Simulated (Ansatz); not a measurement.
# GeH7NSSi: a ladder of functionals and wavefunction methods

The task here is to estimate one member of a computed series from the others.

Program: Ansatz 0.2.0, Gaussian basis. Level of theory: functionals in def2-TZVPP, the program's frozen cores in correlated methods. These are calculated values, not measurements.

The runs, in order: LDA (SPW92), PBE-D4, revPBE-D4, BLYP-D4, r2SCAN-D4, B97M-V, PBE0-D4, B3LYP-D4, r2SCANh-D4, r2SCAN0-D4, HSE06-D4, BHLYP-D4, CAM-B3LYP-D4, LC-ωPBE, ωB97X-V, ωB97M-V, B2PLYP, PBE-QIDH; CCSD(T)/def2-SVP; CCSD(T)/def2-TZVPP; MP2/def2-QZVPP; extrapolation to the limit; RPA on PBE.

### Structure used throughout

The geometry comes from an earlier relaxation with PBE0-D4 in a triple-zeta def2 set; it is a stationary point, not always the lowest conformer.

SMILES `N[SiH2][GeH2][SH]`, 11 atoms, charge 0, spin multiplicity 1.

Atoms are counted from 1 here; the program's logs count them from 0.

Bond lengths: N1–Si2 1.721 Å, N1–H5 1.007 Å, N1–H6 1.007 Å, Si2–Ge3 2.383 Å, Si2–H7 1.493 Å, Si2–H8 1.488 Å, Ge3–S4 2.238 Å, Ge3–H9 1.542 Å, Ge3–H10 1.540 Å, S4–H11 1.343 Å. Angles: Si2–N1–H5 119.7°, Si2–N1–H6 120.6°, H5–N1–H6 111.0°, N1–Si2–Ge3 110.6°, N1–Si2–H7 116.1°, N1–Si2–H8 107.0°, Ge3–Si2–H7 106.8°, Ge3–Si2–H8 108.4°, H7–Si2–H8 107.6°, Si2–Ge3–S4 108.1°, Si2–Ge3–H9 113.5°, Si2–Ge3–H10 113.4°, S4–Ge3–H9 109.7°, S4–Ge3–H10 103.3°, H9–Ge3–H10 108.3°, Ge3–S4–H11 94.6°.

Coordinates:

```mol
GeH7NSSi
  3D, bonds by distance, orders not assigned

 11 10  0  0  0  0  0  0  0  0999 V2000
   -0.9472    1.9569    0.0449 N   0  0
   -0.8511    0.2760   -0.3104 Si  0  0
    1.3048   -0.5764    0.2398 Ge  0  0
    1.3228   -2.7679   -0.2137 S   0  0
   -1.8434    2.3769    0.2322 H   0  0
   -0.3289    2.6123   -0.4046 H   0  0
   -1.1200   -0.1128   -1.7268 H   0  0
   -1.8590   -0.4081    0.5435 H   0  0
    1.6997   -0.3480    1.7122 H   0  0
    2.4288   -0.0205   -0.6539 H   0  0
    0.2589   -3.0454    0.5576 H   0  0
  1  2  8  0
  2  3  8  0
  3  4  8  0
  1  5  8  0
  1  6  8  0
  2  7  8  0
  2  8  8  0
  3  9  8  0
  3 10  8  0
  4 11  8  0
M  END
```

Set-up of the first run:

in.yaml

```yaml
crystal:
  periodic: [false, false, false]
  atoms:
    - {symbol: N, position_ang: [-0.947181, 1.956904, 0.044923]}
    - {symbol: Si, position_ang: [-0.851082, 0.276027, -0.310388]}
    - {symbol: Ge, position_ang: [1.304808, -0.576432, 0.239752]}
    - {symbol: S, position_ang: [1.322821, -2.767948, -0.213731]}
    - {symbol: H, position_ang: [-1.843433, 2.376925, 0.232238]}
    - {symbol: H, position_ang: [-0.328894, 2.612344, -0.404644]}
    - {symbol: H, position_ang: [-1.120048, -0.112835, -1.726766]}
    - {symbol: H, position_ang: [-1.859038, -0.408071, 0.543539]}
    - {symbol: H, position_ang: [1.699653, -0.347985, 1.712230]}
    - {symbol: H, position_ang: [2.428817, -0.020508, -0.653932]}
    - {symbol: H, position_ang: [0.258877, -3.045423, 0.557577]}
basis:
  gaussian: {orbitals: def2-TZVPP}
hamiltonian: {xc: lda}
output: {orbitals: {seedname: orbitals}}
```

Command:

```sh
ansatz run in.yaml --threads 4 --pin off --events-out ev --progress --plain --max-ram 10444MiB
```

Steps of the session up to this table: LDA; PBE-D4 (GGA); revPBE-D4 (GGA); BLYP-D4 (GGA); r2SCAN-D4 (meta-GGA); B97M-V (meta-GGA); PBE0-D4 (hybrid); B3LYP-D4 (hybrid); r2SCANh-D4 (hybrid); r2SCAN0-D4 (hybrid); HSE06-D4 (hybrid); BHLYP-D4 (hybrid); CAM-B3LYP-D4 (range-separated); LC-ωPBE (range-separated); ωB97X-V (range-separated); ωB97M-V (range-separated); B2PLYP (double hybrid); PBE-QIDH (double hybrid).

One of the session's tables, all rows but one given; the rest of the session is left out.

It belongs to the step «Frontier levels by functional». 

| functional | HOMO (eV) | gap (eV) |
| --- | --- | --- |
| LDA (SPW92) | -5.82 | 4.23 |
| PBE-D4 | -5.72 | 4.36 |
| revPBE-D4 | -5.68 | 4.42 |
| BLYP-D4 | -5.57 | 4.33 |
| r2SCAN-D4 | -5.98 | 4.91 |
| B97M-V | -6.12 | 4.90 |
| PBE0-D4 | -6.90 | 6.35 |
| B3LYP-D4 | -6.67 | 5.91 |
| r2SCANh-D4 | -6.42 | 5.62 |
| r2SCAN0-D4 | -7.07 | 6.68 |
| HSE06-D4 | -6.51 | 5.58 |
| BHLYP-D4 | -7.95 | 8.22 |
| CAM-B3LYP-D4 | -8.18 | 8.60 |
| LC-ωPBE | -9.52 | 11.09 |
| ωB97X-V | ? | ? |
| ωB97M-V | -9.01 | 10.13 |

Q: Estimate the row for ωB97X-V from the others.

As computed: HOMO (eV): -9.19; gap (eV): 10.60. In the column «HOMO (eV)» it lies between LC-ωPBE (-9.52) and ωB97M-V (-9.01).
